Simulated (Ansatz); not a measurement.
# C₂H₉BFGaSeSi: basis-set convergence

The task here is to estimate one member of a computed series from the others.

The runs use Ansatz 0.2.0, Gaussian basis; one geometry, several basis sets.

The runs, in order: PBE0-D4/def2-SVP; ωB97M-V/def2-SVP; PBE0-D4/def2-QZVPP; ωB97M-V/def2-QZVPP; the functionals' def2-TZVPP values are taken from earlier runs.

**The relaxed structure**

All runs share one geometry, relaxed beforehand with PBE0-D4 in a triple-zeta def2 set.

16 atoms, charge 0, spin multiplicity 1.

Atoms are counted from 1 here; the program's logs count them from 0.

Bond lengths: B1–C2 1.596 Å, B1–Se6 2.138 Å, B1–H8 1.203 Å, B1–H9 1.200 Å, C2–F3 1.333 Å, C2–C4 1.362 Å, C4–Ga5 2.294 Å, C4–H10 1.082 Å, C4–H11 1.085 Å, Ga5–Se6 2.504 Å, Ga5–H12 1.559 Å, Ga5–H13 1.562 Å, Se6–Si7 2.296 Å, Si7–H14 1.482 Å, Si7–H15 1.479 Å, Si7–H16 1.483 Å. Angles: C2–B1–Se6 101.9°, C2–B1–H8 111.9°, C2–B1–H9 114.0°, Se6–B1–H8 102.6°, Se6–B1–H9 108.1°, H8–B1–H9 116.4°, B1–C2–F3 116.7°, B1–C2–C4 127.6°, F3–C2–C4 115.5°, C2–C4–Ga5 85.4°, C2–C4–H10 117.9°, C2–C4–H11 120.7°, Ga5–C4–H10 96.1°, Ga5–C4–H11 104.6°, H10–C4–H11 118.7°, C4–Ga5–Se6 97.1°, C4–Ga5–H12 99.8°, C4–Ga5–H13 105.9° and more.

Set-up of the first run:

in.yaml reads:

```yaml
crystal:
  periodic: [false, false, false]
  atoms:
    - {symbol: B, position_ang: [-0.562287, -1.559930, -0.327542]}
    - {symbol: C, position_ang: [0.736131, -0.822225, -0.889558]}
    - {symbol: F, position_ang: [1.815383, -0.830286, -0.106930]}
    - {symbol: C, position_ang: [0.842843, -0.079806, -2.026957]}
    - {symbol: Ga, position_ang: [-0.226455, 1.564123, -0.835951]}
    - {symbol: Se, position_ang: [-1.624860, 0.053295, 0.589103]}
    - {symbol: Si, position_ang: [-0.413815, 0.301414, 2.524172]}
    - {symbol: H, position_ang: [-1.305502, -1.895935, -1.211655]}
    - {symbol: H, position_ang: [-0.330178, -2.381306, 0.516017]}
    - {symbol: H, position_ang: [0.074701, -0.194735, -2.780981]}
    - {symbol: H, position_ang: [1.791809, 0.363011, -2.312227]}
    - {symbol: H, position_ang: [-1.106719, 2.181071, -1.965550]}
    - {symbol: H, position_ang: [0.872495, 2.234208, 0.048540]}
    - {symbol: H, position_ang: [-0.840916, -0.778503, 3.445104]}
    - {symbol: H, position_ang: [1.036378, 0.216289, 2.246153]}
    - {symbol: H, position_ang: [-0.759006, 1.629326, 3.088283]}
basis:
  gaussian: {orbitals: def2-SVP}
hamiltonian: {xc: pbe0, dispersion: d4}
output: {orbitals: {seedname: orbitals}}
```

Launch:

```console
$ ansatz run in.yaml --threads 2 --pin off --events-out ev --progress --plain --max-ram 32768MiB --backend cpu
```

Among the steps run: PBE0-D4 in def2-SVP; ωB97M-V in def2-SVP; PBE0-D4 in def2-QZVPP; ωB97M-V in def2-QZVPP.

One table of the session follows, with a row left open; its other results are not shown here.

```
functional       basis  HOMO (eV)  LUMO (eV)
   PBE0-D4    def2-SVP      -7.86      -1.78
   PBE0-D4  def2-TZVPP      -7.85      -1.80
   PBE0-D4  def2-QZVPP      -7.85      -1.82
   ωB97M-V    def2-SVP      -9.87       0.25
   ωB97M-V  def2-TZVPP          ?          ?
   ωB97M-V  def2-QZVPP      -9.89       0.08
```

Estimate the missing values for ωB97M-V, def2-TZVPP.

**Answer.** HOMO (eV): -9.89; LUMO (eV): 0.16.
